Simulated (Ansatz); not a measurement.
# Ni (P6_3/mmc): relaxation of cell and ions from a Python script

What cell does Ni (P6_3/mmc) relax to? Aim: a relaxation of cell and ions, for Ni (P6_3/mmc), run from a script.

This is Ni in the hcp structure; at room conditions it is fcc.

All numbers are computed with the Python package of Ansatz 0.2.0. Level of theory: DFT LDA, plane waves, PAW.

**1. The system**

The structure is hexagonal, space group P6_3/mmc (No. 194). Conventional cell: a = 2.448 Å, b = 2.448 Å, c = 4.073 Å, α = 90.00°, β = 90.00°, γ = 120.00°. Ni (site symmetry -6m2) is surrounded by 12 Ni at 2.45 to 2.48 Å.

The script holds or builds the structure itself.

**2. The script**

File vcrelax_ni.py:

```python
# -*- coding: utf-8 -*-
"""Cell relaxation of Ni."""

import ansatz as az
from ase import Atoms
from ase.data import atomic_numbers
from ase.neighborlist import neighbor_list
import numpy as np
import spglib

params = {
    "ecut": 510,
    "kgrid": (16, 16, 9),
    "smearing": "fermi_dirac",
    "scf_tol": 1e-10,
    "fmax": 0.01,
}

def edges_and_angles(cell):
    cell = np.asarray(cell)
    a, b, c = np.linalg.norm(cell, axis=1)
    cosines = cell[1] @ cell[2] / (b * c), cell[0] @ cell[2] / (a * c), cell[0] @ cell[1] / (a * b)
    return (a, b, c, *np.degrees(np.arccos(cosines)))

lattice = az.Lattice.of(
    (2.4480229, 0.0, 0.0),
    (-1.22401145, 2.12005002, 0.0),
    (0.0, 0.0, 4.07280757),
)
sites = [
    ("Ni", (1 / 3, 2 / 3, 0.25)),
    ("Ni", (2 / 3, 1 / 3, 0.75)),
]
crystal = az.Crystal(lattice=lattice)
for symbol, position in sites:
    crystal = crystal.atom(symbol, position)
crystal = crystal.moments(Ni=2.0)

# edges free, angles fixed
base = (
    crystal.calculation()
    .functional(az.Functional.LDA)
    .basis(params["ecut"])
    .kpoints(*params["kgrid"])
    .occupations(params["smearing"], width=150 * az.meV)
    .spin("collinear")  # two spin channels
    .scf(tolerance=params["scf_tol"])
    .relax(force_tolerance=params["fmax"], fix_cell=["angles"])  # relax until the tolerances are met
)
steps = []


def follow(event):
    if event["event"] != "relax_step":
        return
    row = event["data"]
    steps.append(row)
    print(f"step {row['step']:3d}  E = {row['lagrangian_ev']:.5f} eV  largest force component = {row['allowed_force_max_ev_ang']:.4f} eV/A  P = {row['pressure_gpa']:.3f} GPa")


result = base.session().plan(threads=1).execute(on_event=follow)
data = result.report

first, last = steps[0], steps[-1]
symbols = [site.symbol for site in result.lattice.sites]
print(f"energy gained {first['lagrangian_ev'] - last['lagrangian_ev']:.4f} eV in {len(steps) - 1} steps")
for label, vectors in (("before", first["cell_ang"]), ("after", result.lattice.cell_ang)):
    print(label, "a b c (A) {:.4f} {:.4f} {:.4f}  angles {:.2f} {:.2f} {:.2f}".format(*edges_and_angles(vectors)), f" V = {abs(np.linalg.det(vectors)):.3f} A^3")
print("final stress xx yy zz (GPa, compression positive):", np.round(np.diag(data["stress_gpa"]), 3) + 0.0)

change = np.array(last["positions_ang"]) @ np.linalg.inv(last["cell_ang"]) - np.array(first["positions_ang"]) @ np.linalg.inv(first["cell_ang"])
moved = np.linalg.norm(change @ np.array(last["cell_ang"]), axis=1)
print("displacement within the cell, strain taken out (A):", " ".join(f"{s}:{d:.3f}" for s, d in zip(symbols, moved)))

fractions = [site.position_frac for site in result.lattice.sites]
numbers = [atomic_numbers[s] for s in symbols]
for tolerance in (1e-3, 1e-2, 1e-1):
    print(f"space group at {tolerance} A:", spglib.get_spacegroup((result.lattice.cell_ang, fractions, numbers), symprec=tolerance))

final = Atoms(symbols, positions=last["positions_ang"], cell=result.lattice.cell_ang, pbc=True)
i, j, d = neighbor_list("ijd", final, 4.5)
print("neighbours within 1.2 times the shortest distance of each atom (A)")
for atom in range(len(final)):
    near = [m for m in np.argsort(d) if i[m] == atom]
    shell = [m for m in near if d[m] < 1.2 * d[near[0]]]
    print(f"{symbols[atom]}{atom} ({len(shell)}):", ", ".join(f"{symbols[j[m]]} {d[m]:.3f}" for m in shell))

print(f"free energy      {data['free_energy_ev']:.5f} eV")
print(f"per atom         {data['free_energy_ev'] / len(result.lattice.sites):.5f} eV")
print(f"SCF iterations   {data['n_iterations']}  (converged: {data['converged']})")

print(f"net moment {data['magnetization_mub']:.3f} muB, absolute {data['absolute_magnetization_mub']:.3f} muB")
for index, (site, m) in enumerate(zip(result.lattice.sites, data["site_moments_mub"])):
    print(f"  {index:2d} {site.symbol:2s} {m:7.3f}")

print(base.to_yaml())
```

**3. The run**

Started as:

```bash
python vcrelax_ni.py
```

**Question.** What results will this script give? Wanted: free energy; moment, net / absolute; moves of the relaxation; energy gained; last largest force component; relaxed conventional cell; space group at the end.

**Answer**, as computed:

| quantity | value |
| --- | --- |
| free energy | -11546.8406 eV (-5773.4203 eV/atom) |
| moment, net / absolute | 1.05 / 1.14 μB per cell |
| moves of the relaxation | 4 |
| energy gained (ahead of the last change of basis) | 17.7 meV/atom |
| last largest force component | 0.0000 eV/Å |
| relaxed conventional cell | a = 2.423 Å, b = 2.423 Å, c = 3.969 Å, α = 90.00°, β = 90.00°, γ = 120.00° |
| space group at the end | P6_3/mmc |

In words: Over 4 moves the cell shrank by 4.5 % in volume (some cell parameters were held, so the cell is relaxed in part), and the space group stayed P6_3/mmc. Notes:
- Forces vanish by symmetry, so the ions can't move, and the end may be a saddle.
- Energies along a relaxation are free energies. Rows at an unchanged volume are solved on a plane-wave basis chosen afresh for that cell, so the energy jumps there and such rows are no steps of the walk.
- A Fermi-Dirac width this large means warm electrons, whose thermal share enters the free energy.
- This isn't the structure that Ni takes at ambient conditions.
